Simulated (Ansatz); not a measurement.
**C₂H₅FGe: one species, many methods**

Aim: compute C₂H₅FGe with functionals from several rungs and with coupled cluster. The yardstick is the atomisation energy at the CCSD(T) limit.

Program: Ansatz 0.2.0, Gaussian basis. Level of theory: functionals in def2-TZVPP, the program's frozen cores in correlated methods. These are calculated values, not measurements.

Plan: LDA (SPW92), PBE-D4, revPBE-D4, BLYP-D4, r2SCAN-D4, B97M-V, PBE0-D4, B3LYP-D4, r2SCANh-D4, r2SCAN0-D4, HSE06-D4, BHLYP-D4, CAM-B3LYP-D4, LC-ωPBE, ωB97X-V, ωB97M-V, B2PLYP, PBE-QIDH; CCSD(T)/def2-SVP; CCSD(T)/def2-TZVPP; MP2/def2-QZVPP; extrapolation to the limit; RPA on PBE.

**1. The geometry**

All runs share one geometry, relaxed beforehand with PBE0-D4 in a triple-zeta def2 set.

SMILES `C[CH2][Ge][F]`, 9 atoms, charge 0, spin multiplicity 1.

Atoms are counted from 1 here; the program's logs count them from 0.

Bond lengths: C1–C2 1.521 Å, C1–H5 1.091 Å, C1–H6 1.094 Å, C1–H7 1.093 Å, C2–Ge3 1.991 Å, C2–H8 1.103 Å, C2–H9 1.097 Å, Ge3–F4 1.767 Å. Angles: C2–C1–H5 111.2°, C2–C1–H6 111.7°, C2–C1–H7 111.4°, H5–C1–H6 108.1°, H5–C1–H7 107.0°, H6–C1–H7 107.3°, C1–C2–Ge3 117.6°, C1–C2–H8 110.7°, C1–C2–H9 112.1°, Ge3–C2–H8 103.0°, Ge3–C2–H9 107.6°, H8–C2–H9 104.8°, C2–Ge3–F4 96.7°.

**2. LDA**

This LDA is Slater exchange with PW92 correlation.

The input, in.yaml:

```yaml
crystal:
  periodic: [false, false, false]
  atoms:
    - {symbol: C, position_ang: [-0.476656, 0.751475, -0.289448]}
    - {symbol: C, position_ang: [0.121224, -0.209708, 0.727225]}
    - {symbol: Ge, position_ang: [1.491887, -1.500762, 0.080657]}
    - {symbol: F, position_ang: [0.954187, -1.547994, -1.602365]}
    - {symbol: H, position_ang: [-0.868504, 0.215658, -1.155193]}
    - {symbol: H, position_ang: [-1.290395, 1.341238, 0.141784]}
    - {symbol: H, position_ang: [0.272693, 1.454917, -0.661025]}
    - {symbol: H, position_ang: [-0.658834, -0.866294, 1.147843]}
    - {symbol: H, position_ang: [0.542897, 0.315170, 1.593222]}
basis:
  gaussian: {orbitals: def2-TZVPP}
hamiltonian: {xc: lda}
output: {orbitals: {seedname: orbitals}}
```

On the command line:

```bash
$ ansatz run in.yaml --threads 4 --pin off --events-out ev --progress --plain --max-ram 10444MiB
```

Further steps of the session: PBE-D4 (GGA); revPBE-D4 (GGA); BLYP-D4 (GGA); r2SCAN-D4 (meta-GGA); B97M-V (meta-GGA); B3LYP-D4 (hybrid); r2SCANh-D4 (hybrid); r2SCAN0-D4 (hybrid); HSE06-D4 (hybrid); BHLYP-D4 (hybrid); CAM-B3LYP-D4 (range-separated); LC-ωPBE (range-separated); ωB97X-V (range-separated); ωB97M-V (range-separated); B2PLYP (double hybrid); PBE-QIDH (double hybrid); CCSD(T) in def2-SVP; CCSD(T) in def2-TZVPP; MP2 in def2-QZVPP; RPA on PBE orbitals.

Q: Predict the results of all the runs planned. Wanted: atomisation energy, CCSD(T)/CBS; farthest beyond LDA; mean size of error, GGA; mean size of error, meta-GGA; mean size of error, hybrid; mean size of error, range-separated; mean size of error, double hybrid; gap, smallest and largest; T1 diagnostic.

The runs gave:

| quantity | value |
| --- | --- |
| atomisation energy, CCSD(T)/CBS | 34.478 eV |
| functionals within 0.345 eV (1.0 %) | revPBE-D4, BLYP-D4, r2SCAN-D4, B97M-V, PBE0-D4, B3LYP-D4, r2SCANh-D4, HSE06-D4, CAM-B3LYP-D4, LC-ωPBE, ωB97X-V, ωB97M-V, PBE-QIDH |
| farthest beyond LDA | BHLYP-D4 (-1.093 eV) |
| mean size of error, GGA | 0.295 eV |
| mean size of error, meta-GGA | 0.025 eV |
| mean size of error, hybrid | 0.366 eV |
| mean size of error, range-separated | 0.092 eV |
| mean size of error, double hybrid | 0.377 eV |
| gap, smallest and largest | 2.30 eV (LDA (SPW92)), 9.10 eV (LC-ωPBE) |
| T1 diagnostic | 0.0129 |
| triples share of the correlation energy | 3.5 % |

What this shows: LDA overbinds by 4.783 eV (14 %). PBE-D4 misses by +0.578 eV. Double hybrids carry the basis error of their MP2 part in triple zeta, and no dispersion term here, so their miss is partly the set-up's. The rungs meta-GGA, range-separated, GGA miss on average by less than the doubt on the reference (0.345 eV), so they tie. Misses under about 0.345 eV are within the doubt on the reference itself, which lacks core-valence correlation, relativity and higher excitations, and its outer-core shells are covered unevenly. Hartree-Fock recovers 73 % of the binding; the rest is correlation. CCSD(T) in def2-SVP is off by -1.829 eV, so the small basis spoils what the method gains. Orbital gaps span 2.3 to 9.1 eV; exact exchange widens them. The restricted reference is unstable towards a spin-broken one. Correlated methods include outer-core shells of Ge, which these sets cover unevenly.
